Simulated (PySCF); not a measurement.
# B4CeH16 (Ce(BH4)4): the cost of one run

The runs use PySCF 2.14.0; B3LYP, Ce lcecp-2-SVP with ECP46, B def2-SVP, H def2-SVP; scalar-relativistic core potentials, no spin–orbit coupling.

2 further runs of the same task are left out: 1 for a known fault of the program, 1 that didn't finish.

### Step 1. Starting geometry

21 atoms, charge 0, spin multiplicity 1.

Bond lengths: Ce1–B2 2.488 Å, Ce1–H4 2.292 Å, Ce1–H5 2.299 Å, Ce1–H6 2.298 Å, Ce1–B7 2.488 Å, Ce1–H9 2.292 Å, Ce1–H10 2.299 Å, Ce1–H11 2.298 Å, Ce1–B12 2.490 Å, Ce1–H14 2.300 Å, Ce1–H15 2.293 Å, Ce1–H16 2.303 Å, Ce1–B17 2.489 Å, Ce1–H19 2.300 Å, Ce1–H20 2.293 Å, Ce1–H21 2.303 Å, B2–H3 1.201 Å, B2–H4 1.256 Å and more. Angles: B2–Ce1–H4 30.1°, B2–Ce1–H5 30.1°, B2–Ce1–H6 30.1°, B2–Ce1–B7 109.2°, B2–Ce1–H9 87.6°, B2–Ce1–H10 138.2°, B2–Ce1–H11 98.7°, B2–Ce1–B12 109.5°, B2–Ce1–H14 87.8°, B2–Ce1–H15 138.4°, B2–Ce1–H16 99.0°, B2–Ce1–B17 109.5°, B2–Ce1–H19 98.9°, B2–Ce1–H20 87.9°, B2–Ce1–H21 138.4°, H4–Ce1–H5 51.5°, H4–Ce1–H6 51.5°, H4–Ce1–B7 87.6° and more.

As a file:

```mol
B4CeH16
  3D, bonds by distance, orders not assigned

 21 32  0  0  0  0  0  0  0  0999 V2000
    0.0000    0.0000   -0.0556 Ce  0  0
    1.4900    1.3759    1.3849 B   0  0
    2.2102    2.0361    2.0840 H   0  0
    1.4166    0.1726    1.7379 H   0  0
    1.8502    1.3434    0.1824 H   0  0
    0.3024    1.7839    1.3615 H   0  0
   -1.4900   -1.3759    1.3849 B   0  0
   -2.2102   -2.0361    2.0840 H   0  0
   -1.4166   -0.1726    1.7379 H   0  0
   -1.8502   -1.3434    0.1824 H   0  0
   -0.3024   -1.7839    1.3615 H   0  0
    1.3809   -1.4956   -1.4888 B   0  0
    2.0422   -2.2234   -2.1791 H   0  0
    1.7421   -1.4834   -0.2862 H   0  0
    0.1634   -1.8035   -1.4628 H   0  0
    1.4091   -0.2942   -1.8536 H   0  0
   -1.3809    1.4956   -1.4888 B   0  0
   -2.0421    2.2234   -2.1791 H   0  0
   -1.7421    1.4834   -0.2863 H   0  0
   -0.1633    1.8035   -1.4628 H   0  0
   -1.4090    0.2942   -1.8536 H   0  0
  1  2  8  0
  1  4  8  0
  1  5  8  0
  1  6  8  0
  1  7  8  0
  1  9  8  0
  1 10  8  0
  1 11  8  0
  1 12  8  0
  1 14  8  0
  1 15  8  0
  1 16  8  0
  1 17  8  0
  1 19  8  0
  1 20  8  0
  1 21  8  0
  2  3  8  0
  2  4  8  0
  2  5  8  0
  2  6  8  0
  7  8  8  0
  7  9  8  0
  7 10  8  0
  7 11  8  0
 12 13  8  0
 12 14  8  0
 12 15  8  0
 12 16  8  0
 17 18  8  0
 17 19  8  0
 17 20  8  0
 17 21  8  0
M  END
```

Formal oxidation states: Ce +4. The 4f shell is empty and lies in the core potential. An earlier session relaxed this geometry at B3LYP, Ce lcecp-2-SVP with ECP46, B def2-SVP, H def2-SVP (singlet, point group T).

Its energy there is -147.567995 Eh.

### Step 2. Multiplicity 3 at the relaxed geometry

run.py (the lines that set the calculation) reads:

```python
mol = gto.M(atom='''
Ce     0.00000     0.00001    -0.05557
B      1.49002     1.37588     1.38491
H      2.21025     2.03609     2.08404
H      1.41663     0.17257     1.73789
H      1.85019     1.34343     0.18237
H      0.30235     1.78387     1.36150
B     -1.49001    -1.37586     1.38491
H     -2.21023    -2.03607     2.08405
H     -1.41662    -0.17255     1.73789
H     -1.85019    -1.34341     0.18237
H     -0.30235    -1.78386     1.36150
B      1.38090    -1.49556    -1.48876
H      2.04218    -2.22336    -2.17910
H      1.74211    -1.48342    -0.28624
H      0.16336    -1.80354    -1.46282
H      1.40906    -0.29415    -1.85360
B     -1.38087     1.49559    -1.48876
H     -2.04214     2.22340    -2.17911
H     -1.74208     1.48345    -0.28625
H     -0.16332     1.80355    -1.46282
H     -1.40904     0.29419    -1.85360''',
    basis={'Ce': 'lcecp-2-SVP', 'B': 'def2-SVP', 'H': 'def2-SVP'},
    ecp={'Ce': 'lcecp-2-SVP'},
    charge=0, spin=2)
mf = dft.UKS(mol, xc='B3LYP')
mf.grids.atom_grid = (50, 194)  # f atoms: unpruned, at least (60, 302)
mf = mf.density_fit()  # fitting sets: Ce AutoAux, B def2-universal-JKFIT, H def2-universal-JKFIT
mf.conv_tol = 1e-08; mf.max_cycle = 55
mf.kernel(dm0)  # dm0: free metal ions and neutral atoms
```

Run with:

```bash
$ OMP_NUM_THREADS=4 python run.py
```

**Question.** How long does this run take on 4 threads of Arm Neoverse V2, shared host?

About 30 s.
